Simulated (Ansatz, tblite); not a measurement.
# The cluster Ag3Te4+: rung by rung

One table from this session's results is given with a row withheld; the runs are named, their logs left out.

The runs use Ansatz 0.2.0, Gaussian basis; as each input shows.

The runs, in order: GFN1-xTB, GFN2-xTB, PBE-D4/def2-TZVP, r2SCAN-D4/def2-TZVP, HSE06-D4/def2-TZVP, BLYP-D4/def2-TZVP, PBE-D4/def2-SVP, PBE0-D4/def2-SVP, MP2/def2-TZVP, RPA/def2-TZVP.

6 further runs of the same task are left out: 4 that didn't finish, 2 set aside as unsound or not needed. Runs told in other sessions of the task aren't counted.

## The geometry

The geometry is that of the singlet, from an earlier relaxation (PBE-D4/def2-SVP). At that level it is the lowest of the isomers that a small search found.

7 atoms, charge 1, spin multiplicity 1.

Bond lengths: Ag1–Te5 2.829 Å, Ag1–Te7 2.763 Å, Ag2–Te4 2.764 Å, Ag2–Te6 2.829 Å, Ag3–Te4 2.730 Å, Ag3–Te7 2.730 Å, Te4–Te5 2.842 Å, Te5–Te6 2.867 Å, Te6–Te7 2.842 Å. Angles: Te5–Ag1–Te7 101.9°, Te4–Ag2–Te6 101.9°, Te4–Ag3–Te7 127.0°, Ag2–Te4–Ag3 68.3°, Ag2–Te4–Te5 75.9°, Ag3–Te4–Te5 86.8°, Ag1–Te5–Te4 91.6°, Ag1–Te5–Te6 74.6°, Te4–Te5–Te6 99.0°, Ag2–Te6–Te5 74.6°, Ag2–Te6–Te7 91.7°, Te5–Te6–Te7 99.0°, Ag1–Te7–Ag3 68.3°, Ag1–Te7–Te6 75.9°, Ag3–Te7–Te6 86.8°.

Ag, Te take a core potential in the def2 sets. No spin-orbit coupling is included. The ion is computed in the gas phase, without counter-ions or solvent.

PBE0-D4/def2-TZVP was run before; its log isn't repeated, and its numbers join the tables.

Set-up of the first run:

Tight binding, by tblite at 300 K electronic temperature and without a spin-polarisation term:

```python
tblite.interface.Calculator('GFN1-xTB', numbers, positions, charge=1, uhf=0).singlepoint()
```

Tight binding, by tblite at 300 K electronic temperature and without a spin-polarisation term:

```python
tblite.interface.Calculator('GFN2-xTB', numbers, positions, charge=1, uhf=0).singlepoint()
```

start.molden holds the orbitals of an earlier run on this state, given as this run's starting guess.

Input file in.yaml:

```yaml
crystal:
  periodic: [false, false, false]
  atoms:
    - {symbol: Ag, position_ang: [-1.573704, -1.683645, -0.444097]}
    - {symbol: Ag, position_ang: [1.545905, 1.736762, 0.320816]}
    - {symbol: Ag, position_ang: [0.393320, -0.747985, 1.739805]}
    - {symbol: Te, position_ang: [2.395206, -0.857169, -0.112628]}
    - {symbol: Te, position_ang: [0.381250, -0.452991, -2.077257]}
    - {symbol: Te, position_ang: [-1.038465, 1.702610, -0.829622]}
    - {symbol: Te, position_ang: [-2.103522, 0.302408, 1.402982]}
basis:
  gaussian: {orbitals: def2-TZVP, initial_orbitals: start.molden}
total_charge: 1
hamiltonian: {xc: pbe, dispersion: d4}
scf: {omitted_lower_state_checks: [starts]}
output: {forces: true, orbitals: {seedname: orbitals}}
```

The run is started by

```
$ ansatz run in.yaml --threads 4 --pin off --events-out ev --progress --plain --max-ram 4787MiB
```

Among the steps run: PBE-D4/def2-TZVP; r2SCAN-D4/def2-TZVP; HSE06-D4/def2-TZVP; BLYP-D4/def2-TZVP; PBE-D4/def2-SVP; PBE0-D4/def2-SVP; MP2/def2-TZVP; RPA/def2-TZVP.

One of the session's tables, all rows but one given; the rest of the session is left out.

```
              level  HOMO (eV)  LUMO (eV)  gap (eV)
    PBE-D4/def2-SVP      -9.19      -7.78      1.41
   PBE-D4/def2-TZVP          ?          ?         ?
  BLYP-D4/def2-TZVP      -8.97      -7.57      1.40
r2SCAN-D4/def2-TZVP      -9.31      -7.62      1.69
   PBE0-D4/def2-SVP     -10.09      -7.07      3.02
  PBE0-D4/def2-TZVP     -10.01      -6.94      3.08
 HSE06-D4/def2-TZVP      -9.64      -7.30      2.34
```

Estimate the missing values for PBE-D4/def2-TZVP.

The run gave: HOMO (eV): -9.14; LUMO (eV): -7.68; gap (eV): 1.46. In the column «HOMO (eV)» it lies between PBE-D4/def2-SVP (-9.19) and BLYP-D4/def2-TZVP (-8.97).
